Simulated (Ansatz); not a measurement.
**CH6FGeNO: a ladder of functionals and wavefunction methods**

An exercise on one series of results from a longer session: the logs are not shown, and one member is left open.

Computed with Ansatz 0.2.0, Gaussian basis. Level: functionals in def2-TZVPP, the program's frozen cores in correlated methods.

Levels to be run: PBE-D4, r2SCAN-D4, PBE0-D4, B3LYP-D4, ωB97X-V, ωB97M-V, B2PLYP; CCSD(T)/def2-TZVPP; MP2/def2-QZVPP; extrapolation to the limit.

### The geometry

An earlier PBE0-D4 in a triple-zeta def2 set relaxation fixed the geometry.

11 atoms, charge 0, spin multiplicity 1.

Atoms are counted from 1 here; the program's logs count them from 0.

Bond lengths: N1–C2 1.439 Å, N1–H6 1.011 Å, N1–H7 1.013 Å, C2–O3 1.406 Å, C2–Ge4 1.980 Å, C2–H8 1.099 Å, O3–H9 0.965 Å, Ge4–F5 1.753 Å, Ge4–H10 1.539 Å, Ge4–H11 1.536 Å. Angles: C2–N1–H6 111.8°, C2–N1–H7 112.7°, H6–N1–H7 108.7°, N1–C2–O3 110.4°, N1–C2–Ge4 115.0°, N1–C2–H8 106.8°, O3–C2–Ge4 105.0°, O3–C2–H8 111.4°, Ge4–C2–H8 108.3°, C2–O3–H9 106.6°, C2–Ge4–F5 103.3°, C2–Ge4–H10 111.2°, C2–Ge4–H11 116.8°, F5–Ge4–H10 105.5°, F5–Ge4–H11 105.6°, H10–Ge4–H11 113.1°.

Set-up of the first run:

in.yaml

```yaml
crystal:
  periodic: [false, false, false]
  atoms:
    - {symbol: N, position_ang: [-0.427934, 1.021222, 1.048140]}
    - {symbol: C, position_ang: [-0.225663, -0.306674, 0.532003]}
    - {symbol: O, position_ang: [0.785951, -0.964726, 1.254250]}
    - {symbol: Ge, position_ang: [0.357915, -0.390327, -1.358169]}
    - {symbol: F, position_ang: [-0.900552, 0.486745, -2.207601]}
    - {symbol: H, position_ang: [-1.316970, 1.405471, 0.756759]}
    - {symbol: H, position_ang: [0.307359, 1.662676, 0.775680]}
    - {symbol: H, position_ang: [-1.187343, -0.831041, 0.619537]}
    - {symbol: H, position_ang: [0.623328, -0.779605, 2.187728]}
    - {symbol: H, position_ang: [1.647128, 0.420665, -1.579306]}
    - {symbol: H, position_ang: [0.402181, -1.781607, -2.008223]}
basis:
  gaussian: {orbitals: def2-TZVPP}
hamiltonian: {xc: pbe, dispersion: d4}
output: {forces: true, orbitals: {seedname: orbitals}}
```

The run is started by

```
$ ansatz run in.yaml --threads 4 --pin off --events-out ev --progress --plain --max-ram 10444MiB
```

Steps of the session up to this table: PBE-D4 (GGA); r2SCAN-D4 (meta-GGA); PBE0-D4 (hybrid); B3LYP-D4 (hybrid); ωB97X-V (range-separated); ωB97M-V (range-separated); B2PLYP (double hybrid); CCSD(T) in def2-TZVPP; MP2 in def2-QZVPP.

One table of the session follows, with a row left open; its other results are not shown here.

| method | atomisation energy (eV) |
| --- | --- |
| PBE-D4 | 40.017 |
| r2SCAN-D4 | 39.119 |
| PBE0-D4 | 38.967 |
| B3LYP-D4 | 39.057 |
| ωB97X-V | 39.364 |
| ωB97M-V | ? |
| B2PLYP | 38.680 |
| HF/def2-TZVPP | 26.548 |
| MP2/def2-TZVPP | 38.864 |
| CCSD/def2-TZVPP | 37.519 |
| CCSD(T)/def2-TZVPP | 38.181 |
| MP2/CBS | 39.983 |
| CCSD(T)/CBS | 39.300 |

Estimate the missing values for ωB97M-V.

As computed: atomisation energy (eV): 39.180. In the column «atomisation energy (eV)» it lies between r2SCAN-D4 (39.119) and CCSD(T)/CBS (39.300).
